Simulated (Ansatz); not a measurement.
# C₂H₉GaS: how energies converge with the basis set

One table from this session's results is given with a row withheld; the runs are named, their logs left out.

Method: one geometry, several basis sets; program: Ansatz 0.2.0, Gaussian basis.

The runs, in order: PBE0-D4/def2-SVP; ωB97M-V/def2-SVP; PBE0-D4/def2-QZVPP; ωB97M-V/def2-QZVPP; the functionals' def2-TZVPP values are taken from earlier runs.

## The relaxed structure

An earlier PBE0-D4 in a triple-zeta def2 set relaxation fixed the geometry.

SMILES `C[S+](C)[GaH3-]`, 13 atoms, charge 0, spin multiplicity 1.

Atoms are counted from 1 here; the program's logs count them from 0.

Bond lengths: C1–S2 1.794 Å, C1–H5 1.090 Å, C1–H6 1.091 Å, C1–H7 1.090 Å, S2–C3 1.794 Å, S2–Ga4 2.483 Å, C3–H8 1.091 Å, C3–H9 1.090 Å, C3–H10 1.090 Å, Ga4–H11 1.587 Å, Ga4–H12 1.577 Å, Ga4–H13 1.577 Å. Angles: S2–C1–H5 110.0°, S2–C1–H6 110.0°, S2–C1–H7 107.0°, H5–C1–H6 110.9°, H5–C1–H7 109.5°, H6–C1–H7 109.3°, C1–S2–C3 100.5°, C1–S2–Ga4 100.1°, C3–S2–Ga4 100.1°, S2–C3–H8 110.0°, S2–C3–H9 110.0°, S2–C3–H10 107.0°, H8–C3–H9 110.9°, H8–C3–H10 109.3°, H9–C3–H10 109.5°, S2–Ga4–H11 95.0°, S2–Ga4–H12 98.8°, S2–Ga4–H13 98.8° and more.

Geometry (Å):

```mol
C2H9GaS
  3D, bonds by distance, orders not assigned

 13 12  0  0  0  0  0  0  0  0999 V2000
   -0.2855    1.5920   -0.4501 C   0  0
    0.4143   -0.0017   -0.8853 S   0  0
    1.6162   -0.2011    0.4319 C   0  0
   -1.3848   -1.5051   -0.0674 Ga  0  0
    0.4719    2.3703   -0.5453 H   0  0
   -0.6855    1.5592    0.5640 H   0  0
   -1.0966    1.7856   -1.1517 H   0  0
    1.1198   -0.1456    1.4014 H   0  0
    2.3916    0.5604    0.3469 H   0  0
    2.0610   -1.1885    0.3101 H   0  0
   -1.4509   -0.8636    1.3827 H   0  0
   -2.5139   -1.1119   -1.0960 H   0  0
   -0.6371   -2.8846   -0.2264 H   0  0
  1  2  8  0
  2  3  8  0
  2  4  8  0
  1  5  8  0
  1  6  8  0
  1  7  8  0
  3  8  8  0
  3  9  8  0
  3 10  8  0
  4 11  8  0
  4 12  8  0
  4 13  8  0
M  END
```

The first run:

Contents of in.yaml:

```yaml
crystal:
  periodic: [false, false, false]
  atoms:
    - {symbol: C, position_ang: [-0.285543, 1.592045, -0.450092]}
    - {symbol: S, position_ang: [0.414259, -0.001747, -0.885329]}
    - {symbol: C, position_ang: [1.616160, -0.201128, 0.431853]}
    - {symbol: Ga, position_ang: [-1.384758, -1.505147, -0.067397]}
    - {symbol: H, position_ang: [0.471944, 2.370272, -0.545279]}
    - {symbol: H, position_ang: [-0.685533, 1.559166, 0.563979]}
    - {symbol: H, position_ang: [-1.096614, 1.785626, -1.151701]}
    - {symbol: H, position_ang: [1.119760, -0.145628, 1.401422]}
    - {symbol: H, position_ang: [2.391616, 0.560428, 0.346913]}
    - {symbol: H, position_ang: [2.061005, -1.188451, 0.310059]}
    - {symbol: H, position_ang: [-1.450900, -0.863631, 1.382727]}
    - {symbol: H, position_ang: [-2.513869, -1.111906, -1.096013]}
    - {symbol: H, position_ang: [-0.637126, -2.884599, -0.226442]}
basis:
  gaussian: {orbitals: def2-SVP}
hamiltonian: {xc: pbe0, dispersion: d4}
output: {orbitals: {seedname: orbitals}}
```

Run with:

```
$ ansatz run in.yaml --threads 4 --pin off --events-out ev --progress --plain --max-ram 10444MiB
```

Steps of the session up to this table: PBE0-D4 in def2-SVP; ωB97M-V in def2-SVP; PBE0-D4 in def2-QZVPP; ωB97M-V in def2-QZVPP.

One of the session's tables, all rows but one given; the rest of the session is left out.

It belongs to the step «Functionals by basis». 

| functional | basis | HOMO (eV) | LUMO (eV) |
| --- | --- | --- | --- |
| PBE0-D4 | def2-SVP | -7.57 | 0.51 |
| PBE0-D4 | def2-TZVPP | -7.62 | 0.21 |
| PBE0-D4 | def2-QZVPP | -7.63 | 0.04 |
| ωB97M-V | def2-SVP | ? | ? |
| ωB97M-V | def2-TZVPP | -9.86 | 1.85 |
| ωB97M-V | def2-QZVPP | -9.87 | 1.38 |

**Question.** Estimate the row for ωB97M-V, def2-SVP.

The run gave: HOMO (eV): -9.76; LUMO (eV): 2.19. In the column «HOMO (eV)» it lies between ωB97M-V, def2-TZVPP (-9.86) and PBE0-D4, def2-QZVPP (-7.63).
